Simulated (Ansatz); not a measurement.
**Sr: response to strain**

Aim: deform Sr (zz strain of -2 %) and compute stress, forces and field gradients with LAPW, PAW and all-electron datasets made for the crystal.

Program: Ansatz 0.2.0. Level of theory: DFT LDA, scalar-relativistic. These are calculated values, not measurements.

### 1 The starting structure

The structure is cubic, space group Fm-3m (No. 225). Conventional cell: a = 6.085 Å, b = 6.085 Å, c = 6.085 Å, α = 90.00°, β = 90.00°, γ = 90.00°. Around Sr (site symmetry m-3m) lie 12 Sr at 4.30 Å.

Structure file:

```xyz
1
Lattice="0.0000 3.0423 3.0423 3.0423 0.0000 3.0423 3.0423 3.0423 0.0000" Properties=species:S:1:pos:R:3 pbc="T T T"
Sr    0.0000    0.0000    0.0000
```

### 2 The deformed structure

Space group Fm-3m before, I4/mmm after.

### 3 All-electron LAPW

Input file input.yaml:

```yaml
crystal:
  lattice:
    - [0.0, 3.04235, 2.981503]
    - [3.04235, 0.0, 2.981503]
    - [3.04235, 3.04235, 0.0]
  atoms:
    - { symbol: Sr, position: [0.0, 0.0, 0.0] }
kpoints:
  mp_grid: { grid: [10, 10, 10] }
  band_path:
    path:
      - [0.0, 0.0, 0.0]
      - [0.0, 0.5, 0.5]
      - [0.25, 0.75, 0.5]
      - [0.0, 0.5, 0.0]
      - [0.0, 0.0, 0.0]
      - [0.5, 0.5, 0.0]
      - [0.3801541025, 0.6198458975, 0.0]
      - [-0.3801541025, 0.3801541025, 0.0]
      - [0.0, 0.0, 0.0]
    npoints: 5
scf:
  occupations: { method: fermi_dirac, width: 0.08 }
hamiltonian:
  xc: lda
  pseudopotentials: { kind: all_electron, lapw: { basis_error: 0.0005 } }
output:
  forces: true
  stress: true
  eigenvalues: true
```

Command:

```console
$ ansatz run input.yaml --threads 1 --pin off --max-ram 3072MiB --backend cpu --events-out ev --progress --plain --runs-dir out
```

### 4 PAW with frozen cores

Input file input.yaml:

```yaml
crystal:
  lattice:
    - [0.0, 3.04235, 2.981503]
    - [3.04235, 0.0, 2.981503]
    - [3.04235, 3.04235, 0.0]
  atoms:
    - { symbol: Sr, position: [0.0, 0.0, 0.0] }
kpoints:
  mp_grid: { grid: [10, 10, 10] }
scf:
  occupations: { method: fermi_dirac, width: 0.08 }
hamiltonian:
  xc: lda
  pseudopotentials: { kind: paw }
output:
  forces: true
  stress: true
  eigenvalues: true
  efg: { contact_densities: true }
  write_density: true
  write_potential: true
  elf: true
  volumetric_format: npy
```

### 5 All-electron PAW on datasets made for the crystal

Edit input.yaml of step 4 so:

```diff
@@ -13,3 +13,3 @@
   xc: lda
-  pseudopotentials: { kind: paw }
+  pseudopotentials: { kind: all_electron, datasets: crystal }
 output:
@@ -19,5 +19 @@
   efg: { contact_densities: true }
-  write_density: true
-  write_potential: true
-  elf: true
-  volumetric_format: npy
```

(Steps that only read results are left out.)

What does the calculation give? Wanted: pressure; largest shear or deviatoric stress.

The runs gave:

```
                                 quantity                                              value
                                 pressure  LAPW -1.39, PAW -1.39, crystal datasets -1.39 GPa
largest shear or deviatoric stress (LAPW)                                           0.06 GPa
```

**Reading.** The largest part of the stress beyond the pressure is 0.06 GPa in size, in the zz component. No run of the undeformed cell stands beside it, so the pressure holds what the given cell had before the change. PAW: stress within 0.01 GPa of LAPW. Crystal datasets: stress within 0.01 GPa of LAPW.
